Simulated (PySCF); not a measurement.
# F5OW (W(O)(F)5-): the cost of one run

Computed with PySCF 2.14.0. Level: several levels, as the steps say, no spin–orbit coupling.

## 1. The system as given

7 atoms, charge -1, spin multiplicity 1.

Bond lengths: W1–O2 1.743 Å, W1–F3 1.909 Å, W1–F4 1.908 Å, W1–F5 1.908 Å, W1–F6 1.977 Å, W1–F7 1.909 Å. Angles: O2–W1–F3 95.0°, O2–W1–F4 94.3°, O2–W1–F5 94.6°, O2–W1–F6 179.5°, O2–W1–F7 94.5°, F3–W1–F4 89.7°, F3–W1–F5 89.5°, F3–W1–F6 85.5°, F3–W1–F7 170.5°, F4–W1–F5 171.0°, F4–W1–F6 85.4°, F4–W1–F7 89.8°, F5–W1–F6 85.7°, F5–W1–F7 89.6°, F6–W1–F7 85.0°.

As a file:

```tsv
atom	x (Å)	y (Å)	z (Å)
W1	0.0705	-0.0439	0.0486
O2	1.2895	-0.7441	1.0783
F3	-0.0540	1.5899	1.0275
F4	-1.3905	-0.7454	1.0561
F5	1.3219	0.7807	-1.1330
F6	-1.3194	0.7335	-1.1223
F7	-0.0210	-1.5491	-1.1223
```

Formal oxidation states: W +6. An earlier session relaxed this geometry at BP86, W def2-SVP with ECP60, O def2-SVP, F def2-SVP (singlet, point group C4v).

At BP86 on the finer grid: E = -641.613647 Eh, HOMO -3.22 eV, LUMO 0.85 eV, Mulliken charge on W1 +1.18 e, largest force component 0.040 eV/Å. 

Levels to run: CAM-B3LYP; TPSSh; wB97X; BLYP; BP86, TZVP; BP86, x2c-SVP. Hardware: 2 threads of Arm Neoverse N1, shared host.

## 2. CAM-B3LYP

run.py (the lines that set the calculation) reads:

```python
mol = gto.M(atom='''
W      0.07048    -0.04390     0.04855
O      1.28953    -0.74409     1.07834
F     -0.05404     1.58992     1.02750
F     -1.39048    -0.74536     1.05613
F      1.32191     0.78074    -1.13301
F     -1.31937     0.73348    -1.12229
F     -0.02105    -1.54909    -1.12235''',
    basis={'W': 'def2-SVP', 'O': 'def2-SVP', 'F': 'def2-SVP'},
    ecp={'W': 'def2-SVP'},
    charge=-1, spin=0)
mf = dft.RKS(mol, xc='CAMB3LYP')
mf.grids.atom_grid = (75, 302)
mf = mf.density_fit()  # fitting sets: W def2-universal-JKFIT, O def2-universal-JKFIT, F def2-universal-JKFIT
mf.conv_tol = 1e-08; mf.max_cycle = 55
mf.kernel(dm0)  # dm0: the density of the relaxed state
```

Command:

```
OMP_NUM_THREADS=2 python run.py
```

**Question.** How long does this run take on 2 threads of Arm Neoverse N1, shared host?

About 13 s.
